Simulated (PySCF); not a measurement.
# A diatomic session: CaSe−

Aim: find the lowest electronic state of CaSe−, scan its bond at several levels of theory, and get bond length, wavenumber and dissociation energy from each curve.

Method: Ca def2-SVPD, Se def2-SVPD, no relativity; program: PySCF 2.14.0.

2 further runs of the same task are left out: 2 set aside as unsound or not needed.

## (1) The job

A driver script around PySCF takes these settings:

| Item | Value |
| --- | --- |
| atoms | Ca, Se |
| charge | -1 |
| basis | Ca def2-SVPD, Se def2-SVPD |
| Hamiltonian | no relativity |
| basis functions | 68 |
| electrons treated | 55 |
| masses in u | 39.9626, 79.9165 |
| levels | PBE0, PBE, r²SCAN, r²SCAN0, MN15, revPBE, HF, MP2, SCS-MP2, CCSD, CCSD(T) |
| grid | 80 radial by 434 angular points |
| occupations | held fixed by the projection of orbital angular momentum |
| dissociation limit | Ca + Se−, each in its ground configuration |
| starting distance in angstrom | 2.805 |
| values of 2S to try | 1, 3 |

The run is started by

```bash
> OMP_NUM_THREADS=1 python dia.py task.json out
```

After this run come: The PBE0 curve of the state that the search chose; Excited determinants; PBE; r²SCAN; r²SCAN0; MN15 (hybrid meta-GGA); revPBE (GGA); UHF; Adding correlation.

What does the calculation give? Wanted: for each run, Re; ωe; De; μ.

**Answer**, as computed:

Lowest PBE0 solution found, without spin–orbit coupling: ²Σ⁺ (doublet), unpaired electrons σ ↑. State 2 has its PBE0 minimum 1.11 eV higher. The other levels ran on the lowest alone.

| level | Re (Å) | ωe (cm⁻¹) | De (eV) | μ (D) |
| --- | --- | --- | --- | --- |
| UHF | 2.610 | 312 | 1.81 | -2.24 |
| UHF-MP2 | 2.616 | 293.7 | 2.30 | n/a |
| UHF-SCS-MP2 | 2.622 | 292.5 | 2.13 | n/a |
| UHF-CCSD | 2.622 | 292.7 | 2.01 | n/a |
| UHF-CCSD(T) | 2.634 | 282.9 | 2.12 | n/a |
| PBE | 2.549 | 307 | 2.85 | -0.34 |
| revPBE | 2.561 | 302 | 2.71 | -0.21 |
| r²SCAN | 2.545 | 318 | 3.02 | -0.67 |
| PBE0 | 2.545 | 316 | 2.69 | -0.84 |
| r²SCAN0 | 2.546 | 320 | 2.79 | -1.20 |
| MN15 | 2.554 | 303 | 2.32 | -2.12 |

De is counted to Ca + Se− in their ground configurations. A positive dipole points from Ca to Se; in an ion it is taken about the centre of mass and does not tell which atom is negative.

Differences from CCSD(T) in the same basis:

| level | Re (mÅ) | ωe (%) |
| --- | --- | --- |
| UHF | -24 | +10.3 |
| UHF-MP2 | -18 | +3.8 |
| UHF-SCS-MP2 | -12 | +3.4 |
| UHF-CCSD | -12 | +3.5 |
| PBE | -85 | +8.4 |
| revPBE | -73 | +6.9 |
| r²SCAN | -89 | +12.5 |
| PBE0 | -89 | +11.7 |
| r²SCAN0 | -88 | +13.3 |
| MN15 | -80 | +7.1 |

In words: Judged by CCSD(T) in the same basis: best bond length UHF-SCS-MP2 and UHF-CCSD (-12 mÅ), worst r²SCAN and PBE0 (-89 mÅ); best wavenumber UHF-SCS-MP2 (+3.4 %), worst r²SCAN0 (+13.3 %). Hartree–Fock makes the bond too short and too stiff against this reference, as it mostly does. CCSD(T) in a basis this small is itself some way from its limit, more so than the functionals. Among the levels with a De in the table, it runs from 1.81 eV (UHF) to 3.02 eV (r²SCAN).

Correlated steps freeze 14 core orbitals. With some functionals the highest level of the anion is positive, from self-interaction error or because the anion is truly unbound there; the finite basis then holds the extra electron, and no neutral molecule was run to test the binding.
